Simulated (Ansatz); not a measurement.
Relaxation of a periodic cell of 33 atoms, Al32P (host Al, host structure fcc, interstitial P), to a largest force component of 0.03 eV/Å in at most 60 steps.

Level of theory: DFT PBE-D3(BJ), scalar-relativistic, plane waves, PAW in Ansatz. Settings: PAW set soft_1, cutoff 420 eV, k mesh 3x3x3, gaussian smearing 0.15 eV, no spin polarisation.

```xyz
33
Lattice="8.1000 0.0000 0.0000 0.0000 8.1000 0.0000 0.0000 0.0000 8.1000" Properties=species:S:1:pos:R:3
Al 4.050 0.000 0.000
Al 6.075 2.025 0.000
Al 6.075 0.000 2.025
Al 0.000 0.000 0.000
Al 2.025 2.025 0.000
Al 4.050 4.050 0.000
Al 6.075 6.075 0.000
Al 2.025 0.000 2.025
Al 4.050 2.025 2.025
Al 6.075 4.050 2.025
Al 4.050 0.000 4.050
Al 6.075 2.025 4.050
Al 6.075 0.000 6.075
Al 0.000 4.050 0.000
Al 2.025 6.075 0.000
Al 0.000 2.025 2.025
Al 2.025 4.050 2.025
Al 4.050 6.075 2.025
Al 0.000 0.000 4.050
Al 2.025 2.025 4.050
Al 4.050 4.050 4.050
Al 6.075 6.075 4.050
Al 2.025 0.000 6.075
Al 4.050 2.025 6.075
Al 6.075 4.050 6.075
Al 0.000 6.075 2.025
Al 0.000 4.050 4.050
Al 2.025 6.075 4.050
Al 0.000 2.025 6.075
Al 2.025 4.050 6.075
Al 4.050 6.075 6.075
Al 0.000 6.075 6.075
P 4.117 6.129 4.014
```

Q: Where does it end, and by what steps?

A: It converged. Limits of this set-up: coarse k mesh, odd electron count without spin, a small cell, in which the defect meets its images, a typed lattice constant that wasn't relaxed here. After 4 steps the energy has fallen by 5.718 eV; Al22 moved furthest, 0.41 Å.

| step | energy less start (eV) | largest force component (eV/Å) | accepted |
| --- | --- | --- | --- |
| 0 | 0.0000 | 7.836 | yes |
| 1 | -4.3884 | 2.470 | yes |
| 2 | -5.6805 | 0.156 | yes |
| 3 | -5.7171 | 0.036 | yes |
| 4 | -5.7184 | 0.005 | yes |

```xyz
33
Lattice="8.1000 0.0000 0.0000 0.0000 8.1000 0.0000 0.0000 0.0000 8.1000" Properties=species:S:1:pos:R:3
Al 4.051 0.096 -0.004
Al 6.102 2.023 0.001
Al 6.095 0.020 2.004
Al -0.002 0.028 0.001
Al 1.995 2.023 0.001
Al 4.050 3.947 -0.003
Al 6.169 6.076 -0.004
Al 2.003 0.019 2.005
Al 4.051 2.031 1.928
Al 6.094 4.028 2.005
Al 4.036 0.404 4.057
Al 6.170 2.031 4.049
Al 6.094 0.020 6.096
Al -0.003 4.020 0.001
Al 1.921 6.075 -0.003
Al -0.002 2.023 1.997
Al 2.003 4.028 2.006
Al 4.036 6.064 1.632
Al 0.007 0.097 4.050
Al 1.920 2.030 4.050
Al 4.035 3.706 4.058
Al 6.488 6.065 4.056
Al 2.003 0.019 6.096
Al 4.050 2.030 6.177
Al 6.094 4.028 6.096
Al 0.007 6.076 1.927
Al 0.007 3.946 4.050
Al 1.688 6.063 4.058
Al -0.003 2.023 6.105
Al 2.003 4.028 6.096
Al 4.035 6.063 6.429
Al 0.007 6.075 6.178
P 4.113 6.124 4.019
```

Whether the end is a true minimum wasn't checked by a vibrational analysis.

The run took 59 s on 4 threads of Arm Neoverse V1 (shared host), peak memory 1.4 GiB.
